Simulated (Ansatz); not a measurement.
# C3H7BO: one species, many methods

One table from this session's results is given with a row withheld; the runs are named, their logs left out.

The runs use Ansatz 0.2.0, Gaussian basis; functionals in def2-TZVPP, the program's frozen cores in correlated methods.

Levels to be run: LDA (SPW92), PBE-D4, revPBE-D4, BLYP-D4, r2SCAN-D4, B97M-V, PBE0-D4, B3LYP-D4, r2SCANh-D4, r2SCAN0-D4, HSE06-D4, BHLYP-D4, CAM-B3LYP-D4, LC-ωPBE, ωB97X-V, ωB97M-V, B2PLYP, PBE-QIDH; CCSD(T)/def2-SVP; CCSD(T)/def2-TZVPP; MP2/def2-QZVPP; extrapolation to the limit; RPA on PBE.

## The relaxed structure

An earlier PBE0-D4 in a triple-zeta def2 set relaxation fixed the geometry.

12 atoms, charge 0, spin multiplicity 1.

Atoms are counted from 1 here; the program's logs count them from 0.

Bond lengths: C1–C2 1.509 Å, C1–H6 1.093 Å, C1–H7 1.094 Å, C1–H8 1.095 Å, C2–C3 1.576 Å, C2–B4 1.518 Å, C2–H9 1.089 Å, C3–B4 1.524 Å, C3–H10 1.086 Å, C3–H11 1.088 Å, B4–O5 1.341 Å, O5–H12 0.962 Å. Angles: C2–C1–H6 111.2°, C2–C1–H7 111.3°, C2–C1–H8 111.6°, H6–C1–H7 107.1°, H6–C1–H8 108.0°, H7–C1–H8 107.5°, C1–C2–C3 118.5°, C1–C2–B4 123.7°, C1–C2–H9 113.8°, C3–C2–B4 59.0°, C3–C2–H9 112.6°, B4–C2–H9 117.3°, C2–C3–B4 58.6°, C2–C3–H10 116.7°, C2–C3–H11 115.8°, B4–C3–H10 122.2°, B4–C3–H11 120.1°, H10–C3–H11 112.5° and more.

Set-up of the first run:

Input file in.yaml:

```yaml
crystal:
  periodic: [false, false, false]
  atoms:
    - {symbol: C, position_ang: [-1.211550, -0.322654, 1.006935]}
    - {symbol: C, position_ang: [0.204466, 0.024898, 0.618646]}
    - {symbol: C, position_ang: [0.850440, -0.716155, -0.613013]}
    - {symbol: B, position_ang: [0.570523, 0.781280, -0.645031]}
    - {symbol: O, position_ang: [0.563321, 1.949040, -1.304792]}
    - {symbol: H, position_ang: [-1.640108, 0.440659, 1.661369]}
    - {symbol: H, position_ang: [-1.858259, -0.392517, 0.127479]}
    - {symbol: H, position_ang: [-1.262387, -1.283391, 1.529030]}
    - {symbol: H, position_ang: [0.886124, 0.104706, 1.464570]}
    - {symbol: H, position_ang: [1.850729, -1.115852, -0.471897]}
    - {symbol: H, position_ang: [0.197490, -1.404439, -1.146424]}
    - {symbol: H, position_ang: [0.926310, 1.879322, -2.192871]}
basis:
  gaussian: {orbitals: def2-TZVPP}
hamiltonian: {xc: lda}
output: {orbitals: {seedname: orbitals}}
```

Among the steps run: LDA; PBE-D4 (GGA); revPBE-D4 (GGA); BLYP-D4 (GGA); r2SCAN-D4 (meta-GGA); B97M-V (meta-GGA); PBE0-D4 (hybrid); B3LYP-D4 (hybrid); r2SCANh-D4 (hybrid); r2SCAN0-D4 (hybrid); HSE06-D4 (hybrid); BHLYP-D4 (hybrid); CAM-B3LYP-D4 (range-separated); LC-ωPBE (range-separated); ωB97X-V (range-separated); ωB97M-V (range-separated); B2PLYP (double hybrid); PBE-QIDH (double hybrid).

One table of the session follows, with a row left open; its other results are not shown here.

It belongs to the step «Frontier levels by functional». 

| functional | HOMO (eV) | gap (eV) |
| --- | --- | --- |
| LDA (SPW92) | -5.62 | 4.46 |
| PBE-D4 | -5.51 | 4.61 |
| revPBE-D4 | -5.45 | 4.66 |
| BLYP-D4 | -5.42 | 4.66 |
| r2SCAN-D4 | -5.72 | 5.22 |
| B97M-V | -5.81 | 5.29 |
| PBE0-D4 | -6.81 | 6.94 |
| B3LYP-D4 | -6.63 | 6.51 |
| r2SCANh-D4 | -6.21 | 6.06 |
| r2SCAN0-D4 | -6.95 | 7.32 |
| HSE06-D4 | ? | ? |
| BHLYP-D4 | -8.07 | 9.21 |
| CAM-B3LYP-D4 | -8.24 | 9.46 |
| LC-ωPBE | -9.58 | 12.06 |
| ωB97X-V | -9.22 | 11.55 |
| ωB97M-V | -9.10 | 11.06 |

**Question.** Estimate the row for HSE06-D4.

**Answer.** HOMO (eV): -6.41; gap (eV): 6.15. In the column «HOMO (eV)» it lies between B3LYP-D4 (-6.63) and r2SCANh-D4 (-6.21).
